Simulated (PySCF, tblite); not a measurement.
# C7H2BrF3N2S: excited states

Aim: compute the excited states of C7H2BrF3N2S (`FC(F)(F)c1ccc(Br)c2nsnc12`).

Programs: tblite 0.8.0 and PySCF 2.14.0, with routines of our own; each step states its level. All values are computed. Atoms count from 0.

## (1) The system as given

16 atoms, charge 0, multiplicity 1; geometry from: force field or distance geometry start.

## (2) Geometry optimisation with GFN2-xTB

What the job is given:

```
{"job": {"kind": "relax", "xc": "GFN2-xTB", "basis": "xTB"}, "charge": 0, "multiplicity": 1}
F     -2.832800     1.012600    -0.780100
C     -2.365600     0.128900     0.119400
F     -3.063100    -1.026000    -0.075000
F     -2.747300     0.577800     1.346400
C     -0.885200    -0.090200     0.026500
C     -0.327300    -1.359400    -0.273500
C      1.068300    -1.598400    -0.387000
C      2.036700    -0.588700    -0.211500
Br     3.870900    -0.995000    -0.379300
C      1.542100     0.705700     0.081400
N      2.272400     1.816500     0.274700
S      1.205500     3.045800     0.582200
N     -0.237500     2.238200     0.485200
C      0.061700     0.956200     0.192600
H     -0.999000    -2.199100    -0.416000
H      1.392600    -2.616100    -0.597400
```

The run is started by

```bash
> OMP_NUM_THREADS=2 python excited_run.py task.json out
```

One launch serves the whole session: the jobs run in the order shown.

Standard output:

```text
step      E/eV     max force
  0   -1180.30817    2.484
  1   -1180.53651    0.978
  2   -1180.61146    0.570
  3   -1180.63179    0.488
  4   -1180.64356    0.358
  5   -1180.65580    0.265
  6   -1180.66392    0.201
  7   -1180.66949    0.223
  8   -1180.67270    0.169
  9   -1180.67481    0.144
 10   -1180.67621    0.094
 11   -1180.67699    0.081
 12   -1180.67756    0.085
 13   -1180.67817    0.111
 14   -1180.67884    0.093
 15   -1180.67944    0.056
 16   -1180.67988    0.063
 17   -1180.68022    0.067
 18   -1180.68056    0.064
 19   -1180.68092    0.056
 20   -1180.68125    0.040
 21   -1180.68150    0.036
 22   -1180.68165    0.030
 23   -1180.68174    0.025
 24   -1180.68180    0.018
 25   -1180.68184    0.019
 26   -1180.68187    0.013
 27   -1180.68189    0.011
 28   -1180.68191    0.011
 29   -1180.68193    0.013
 30   -1180.68194    0.010
 31   -1180.68195    0.008
```

It took 0.59 s on 2 threads of Intel Xeon Platinum 8375C at 2.90GHz, shared host; peak memory 0.18 GiB.

Relaxation path:

```csv
step,energy from step 0 (eV),largest force (eV/Å)
0,0.0000,2.4839
1,-0.2283,0.9784
2,-0.3033,0.5702
3,-0.3236,0.4883
4,-0.3354,0.3578
5,-0.3476,0.2650
6,-0.3557,0.2010
7,-0.3613,0.2227
8,-0.3645,0.1693
9,-0.3666,0.1436
10,-0.3680,0.0945
11,-0.3688,0.0810
12,-0.3694,0.0849
13,-0.3700,0.1114
14,-0.3707,0.0935
15,-0.3713,0.0559
16,-0.3717,0.0631
17,-0.3720,0.0666
18,-0.3724,0.0641
19,-0.3727,0.0563
20,-0.3731,0.0399
21,-0.3733,0.0361
22,-0.3735,0.0296
23,-0.3736,0.0245
24,-0.3736,0.0183
25,-0.3737,0.0192
26,-0.3737,0.0132
27,-0.3737,0.0109
28,-0.3737,0.0108
29,-0.3738,0.0132
30,-0.3738,0.0104
31,-0.3738,0.0081
```

Close pairs (by a distance rule), those that changed most:

```csv
bond,before (Å),after (Å),change (Å)
C9–C13,1.506,1.441,-0.065
N10–S11,1.657,1.601,-0.056
S11–N12,1.656,1.601,-0.055
C4–C5,1.418,1.373,-0.045
C6–C7,1.410,1.372,-0.038
C1–F2,1.363,1.342,-0.021
C1–F3,1.361,1.341,-0.020
N12–C13,1.349,1.331,-0.017
```

The next job starts from the end point, and lists it.

## (3) Harmonic vibrations with GFN2-xTB

What the job is given:

```
{"job": {"kind": "ir", "xc": "GFN2-xTB", "basis": "xTB"}, "charge": 0, "multiplicity": 1}
F     -2.734630     1.033068    -0.770862
C     -2.308589     0.130774     0.125977
F     -3.047251    -0.972767    -0.067824
F     -2.644198     0.602288     1.336178
C     -0.836383    -0.136170     0.007781
C     -0.332848    -1.382107    -0.273649
C      1.048521    -1.611134    -0.381912
C      1.952582    -0.593984    -0.209337
Br     3.807928    -0.902490    -0.356039
C      1.482245     0.698022     0.080846
N      2.183621     1.810718     0.282441
S      1.170904     3.014698     0.577327
N     -0.205842     2.204201     0.468095
C      0.064492     0.930665     0.190905
H     -1.008767    -2.210856    -0.416514
H      1.400615    -2.605978    -0.604823
```

Standard output:

```text
mode    cm-1     km/mol
  1      29.0      0.17
  2      58.5      3.04
  3     110.5      2.60
  4     130.6      0.48
  5     139.7      0.20
  6     174.8      0.83
  7     209.4      5.08
  8     234.5      0.48
  9     302.2      0.86
 10     370.1      0.05
 11     392.1      1.12
 12     449.9      8.56
 13     453.7     23.81
 14     494.6      2.85
 15     504.7      2.17
 16     541.2      1.51
 17     542.0     18.21
 18     617.8      1.71
 19     622.5      9.70
 20     653.2     25.08
 21     726.7      1.38
 22     738.7     11.46
 23     836.4     29.59
 24     870.2    129.85
 25     894.1     54.39
 26     905.7      0.56
 27     918.1     46.05
 28     970.6     33.18
 29    1051.1    308.10
 30    1059.8    191.27
 31    1126.6    143.83
 32    1155.1     30.41
 33    1232.8    114.86
 34    1280.8     41.56
 35    1314.9      2.18
 36    1332.3      7.44
 37    1401.1     49.23
 38    1485.4     68.69
 39    1529.2     64.62
 40    1584.5     15.07
 41    3104.9      3.06
 42    3113.5      4.05
```

It took 1.5 s on 2 threads of Intel Xeon Platinum 8375C at 2.90GHz, shared host; peak memory 0.18 GiB.

Which atoms move in the most intense modes:

```csv
cm⁻¹,km/mol,atoms
870,129.8,"N12 43 %, N10 23 %, S11 23 %"
894,54.4,"N10 40 %, N12 23 %, C7 14 %"
1051,308.1,"C1 74 %, F0 13 %, F3 12 %"
1060,191.3,C1 71 %
1127,143.8,"H15 30 %, C1 29 %"
1233,114.9,"H15 36 %, C1 24 %, C4 12 %, C9 11 %"
1485,68.7,"C9 38 %, C6 21 %"
1529,64.6,"C13 34 %, C5 24 %, C4 19 %, C6 11 %"
```

## (4) Excited states: TDA LC-wPBE/def2-SVP

Settings changed since step 3:

```diff
@@ -1,2 +1,2 @@
-{"job": {"kind": "ir", "xc": "GFN2-xTB", "basis": "xTB"}, "charge": 0, "multiplicity": 1}
+{"job": {"kind": "states", "xc": "LC-wPBE", "basis": "def2-SVP", "tda": true, "soc": true, "nstates": 6, "ntriplets": 5, "nquad": 4}, "charge": 0, "multiplicity": 1}
 F     -2.734630     1.033068    -0.770862
```

Method: TDA LC-wPBE/def2-SVP excited states, vertical, gas phase, spin-orbit mean-field couplings.

Standard output:

```text
coarse grid: 80992 points
cycle   1  E = -3647.2021364220  dE =  2.742e+00  |g| = 1.115e+00  |ddm| = 5.815e+00
cycle   2  E = -3647.2511511667  dE = -4.901e-02  |g| = 1.136e+00  |ddm| = 2.488e+00
cycle   3  E = -3647.4631745311  dE = -2.120e-01  |g| = 1.006e-01  |ddm| = 1.222e+00
cycle   4  E = -3647.4654347593  dE = -2.260e-03  |g| = 3.666e-02  |ddm| = 1.946e-01
cycle   5  E = -3647.4658464482  dE = -4.117e-04  |g| = 1.621e-02  |ddm| = 9.958e-02
cycle   6  E = -3647.4659280388  dE = -8.159e-05  |g| = 5.387e-03  |ddm| = 2.789e-02
cycle   7  E = -3647.4659443164  dE = -1.628e-05  |g| = 3.293e-03  |ddm| = 1.380e-02
cycle   8  E = -3647.4659509012  dE = -6.585e-06  |g| = 1.312e-03  |ddm| = 7.764e-03
final grid: 170816 points
cycle   9  E = -3647.4657316321  dE = -1.555e-06  |g| = 1.318e-03  |ddm| = 5.011e-03
cycle  10  E = -3647.4657319282  dE = -2.961e-07  |g| = 1.622e-03  |ddm| = 3.417e-03
cycle  11  E = -3647.4657326084  dE = -6.802e-07  |g| = 3.353e-04  |ddm| = 1.766e-03
cycle  12  E = -3647.4657327459  dE = -1.375e-07  |g| = 2.409e-04  |ddm| = 1.054e-03
cycle  13  E = -3647.4657328235  dE = -7.760e-08  |g| = 6.072e-05  |ddm| = 1.108e-03
cycle  14  E = -3647.4657328254  dE = -1.889e-09  |g| = 1.476e-05  |ddm| = 1.629e-04
cycle  15  E = -3647.4657328255  dE = -9.823e-11  |g| = 7.038e-06  |ddm| = 3.592e-05
converged SCF energy = -3647.4657328255

Singlet excitations
state   eV       nm        f     d(h-e)  d(exc)  Lambda  PR(NTO)  |dmu|/D   mu/D   main configurations
  1   4.6254   268.1   0.25105   1.039   3.472   0.762   1.130    2.943    4.582   H->L 0.94
  2   4.6551   266.3   0.00000   0.371   2.723   0.403   1.022    1.042    1.475   H-4->L 0.54, H-2->L 0.35
  3   5.0339   246.3   0.26205   0.097   3.047   0.656   1.481    0.321    1.619   H-1->L 0.80, H->L+1 0.15
  4   5.6200   220.6   0.00291   0.134   2.892   0.509   1.071    0.388    1.964   H-5->L 0.87
  5   6.0189   206.0   0.00013   2.563   3.849   0.370   1.045                     H-2->L 0.55, H-4->L 0.33
  6   6.3553   195.1   0.01136   1.370   3.527   0.624   1.176                     H-3->L 0.87

Triplet excitations (Tamm-Dancoff)
state   eV     d(h-e)  d(exc)  Lambda  PR(NTO)   main configurations
  1   2.5637   0.388   2.979   0.755   1.190   H->L 0.82
  2   3.4618   0.117   2.975   0.663   1.068   H-1->L 0.94
  3   3.9368   0.264   2.563   0.410   1.050   H-4->L 0.54, H-2->L 0.28, H-4->L+2 0.11
  4   4.2760   0.240   2.490   0.704   1.893   H->L+2 0.31, H-6->L 0.27, H-3->L 0.26
  5   4.9294   0.105   2.616   0.669   2.143   H->L+1 0.52, H-9->L 0.11, H-1->L+2 0.11
S1 - T1 = 2.0617 eV

Spin-orbit couplings |<S|Hso|T>| (cm-1)
             T1       T2       T3       T4       T5
S0        0.543    0.183   80.799    1.219    5.395
S1        0.065    0.551   57.438    0.585    0.362
S2       51.495   34.237    0.086   53.047   45.712
S3        0.486    0.035   34.065    0.110    0.098
S4       72.179   33.568   36.696   82.726   72.080
S5      288.977    7.626   21.279  308.396  252.578
S6        3.524    0.660  107.205    3.362    2.123
T1 sublevels (cm-1): 0.000 2.969 3.116   radiative rates (1/s): 0.0057 8.43 0.0701
```

It took 95 s on 2 threads of Intel Xeon Platinum 8375C at 2.90GHz, shared host; peak memory 1.2 GiB.

Key values:

```csv
quantity,value
S1 less T1,2.06 eV
```

## (5) Summary of results

| quantity | value |
| --- | --- |
| strongest single infrared mode (GFN2-xTB) | 1051 cm⁻¹, 308 km/mol |
| zero-point energy (GFN2-xTB) | 51.0 kcal/mol |
| S1 less T1 (step 4, TDA LC-wPBE/def2-SVP) | 2.06 eV |

All 42 modes are real, so the xTB geometry is a minimum. The strongest single mode, at 1051 cm⁻¹, moves mainly C1. GFN2-xTB is a fitted tight-binding method: band positions and strengths are rough. Its intensities can rank the bands wrongly. Scalar relativity is left out for the heavy atoms. In step 4, the number of triplets below S1 is 4, and the largest singlet-triplet spin-orbit coupling is S5–T4, 308.40 cm⁻¹.
